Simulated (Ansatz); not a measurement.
# CH₆GaN: one species, many methods

An exercise on one series of results from a longer session: the logs are not shown, and one member is left open.

Computed with Ansatz 0.2.0, Gaussian basis. Level: functionals in def2-TZVPP, the program's frozen cores in correlated methods.

Plan: LDA (SPW92), PBE-D4, revPBE-D4, BLYP-D4, r2SCAN-D4, B97M-V, PBE0-D4, B3LYP-D4, r2SCANh-D4, r2SCAN0-D4, HSE06-D4, BHLYP-D4, CAM-B3LYP-D4, LC-ωPBE, ωB97X-V, ωB97M-V, B2PLYP, PBE-QIDH; CCSD(T)/def2-SVP; CCSD(T)/def2-TZVPP; MP2/def2-QZVPP; extrapolation to the limit; RPA on PBE.

**The relaxed structure**

An earlier PBE0-D4 in a triple-zeta def2 set relaxation fixed the geometry.

9 atoms, charge 0, spin multiplicity 1.

Atoms are counted from 1 here; the program's logs count them from 0.

Bond lengths: C1–Ga2 1.962 Å, C1–H4 1.093 Å, C1–H5 1.093 Å, C1–H6 1.091 Å, Ga2–N3 1.819 Å, Ga2–H7 1.566 Å, N3–H8 1.006 Å, N3–H9 1.006 Å. Angles: Ga2–C1–H4 110.5°, Ga2–C1–H5 110.5°, Ga2–C1–H6 111.7°, H4–C1–H5 107.2°, H4–C1–H6 108.5°, H5–C1–H6 108.5°, C1–Ga2–N3 118.1°, C1–Ga2–H7 126.4°, N3–Ga2–H7 115.5°, Ga2–N3–H8 124.0°, Ga2–N3–H9 124.3°, H8–N3–H9 111.7°.

Coordinates:

```mol
CH6GaN
  3D, bonds by distance, orders not assigned

  9  8  0  0  0  0  0  0  0  0999 V2000
   -0.2791    0.9447   -1.1248 C   0  0
    0.5134   -0.5319   -0.1044 Ga  0  0
   -0.0682   -0.8076    1.5968 N   0  0
   -0.7560    0.5683   -2.0331 H   0  0
    0.4934    1.6522   -1.4356 H   0  0
   -1.0263    1.4835   -0.5401 H   0  0
    1.6179   -1.5213   -0.6087 H   0  0
    0.2765   -1.5366    2.1977 H   0  0
   -0.7716   -0.2513    2.0522 H   0  0
  1  2  8  0
  2  3  8  0
  1  4  8  0
  1  5  8  0
  1  6  8  0
  2  7  8  0
  3  8  8  0
  3  9  8  0
M  END
```

Set-up of the first run:

in.yaml

```yaml
crystal:
  periodic: [false, false, false]
  atoms:
    - {symbol: C, position_ang: [-0.279100, 0.944668, -1.124790]}
    - {symbol: Ga, position_ang: [0.513388, -0.531858, -0.104388]}
    - {symbol: N, position_ang: [-0.068180, -0.807640, 1.596756]}
    - {symbol: H, position_ang: [-0.755984, 0.568332, -2.033077]}
    - {symbol: H, position_ang: [0.493364, 1.652233, -1.435637]}
    - {symbol: H, position_ang: [-1.026297, 1.483452, -0.540124]}
    - {symbol: H, position_ang: [1.617887, -1.521304, -0.608688]}
    - {symbol: H, position_ang: [0.276534, -1.536607, 2.197701]}
    - {symbol: H, position_ang: [-0.771612, -0.251286, 2.052236]}
basis:
  gaussian: {orbitals: def2-TZVPP}
hamiltonian: {xc: lda}
output: {orbitals: {seedname: orbitals}}
```

Among the steps run: LDA; PBE-D4 (GGA); revPBE-D4 (GGA); BLYP-D4 (GGA); r2SCAN-D4 (meta-GGA); B97M-V (meta-GGA); PBE0-D4 (hybrid); B3LYP-D4 (hybrid); r2SCANh-D4 (hybrid); r2SCAN0-D4 (hybrid); HSE06-D4 (hybrid); BHLYP-D4 (hybrid); CAM-B3LYP-D4 (range-separated); LC-ωPBE-D4 (range-separated; the results give it without D4); ωB97X-V (range-separated); ωB97M-V (range-separated); B2PLYP (double hybrid); PBE-QIDH (double hybrid).

One of the session's tables, all rows but one given; the rest of the session is left out.

It belongs to the step «Orbital energies across the functionals». 

| functional | HOMO (eV) | gap (eV) |
| --- | --- | --- |
| LDA (SPW92) | -6.06 | 4.75 |
| PBE-D4 | -5.86 | 4.80 |
| revPBE-D4 | ? | ? |
| BLYP-D4 | -5.74 | 4.74 |
| r2SCAN-D4 | -6.12 | 5.36 |
| B97M-V | -6.16 | 5.20 |
| PBE0-D4 | -7.18 | 6.92 |
| B3LYP-D4 | -6.96 | 6.41 |
| r2SCANh-D4 | -6.62 | 6.14 |
| r2SCAN0-D4 | -7.38 | 7.29 |
| HSE06-D4 | -6.77 | 6.14 |
| BHLYP-D4 | -8.44 | 8.90 |
| CAM-B3LYP-D4 | -8.63 | 9.24 |
| LC-ωPBE | -10.06 | 11.84 |
| ωB97X-V | -9.67 | 11.30 |
| ωB97M-V | -9.58 | 10.97 |

Q: Estimate the row for revPBE-D4 from the others.

As computed: HOMO (eV): -5.78; gap (eV): 4.84. In the column «HOMO (eV)» it lies between PBE-D4 (-5.86) and BLYP-D4 (-5.74).
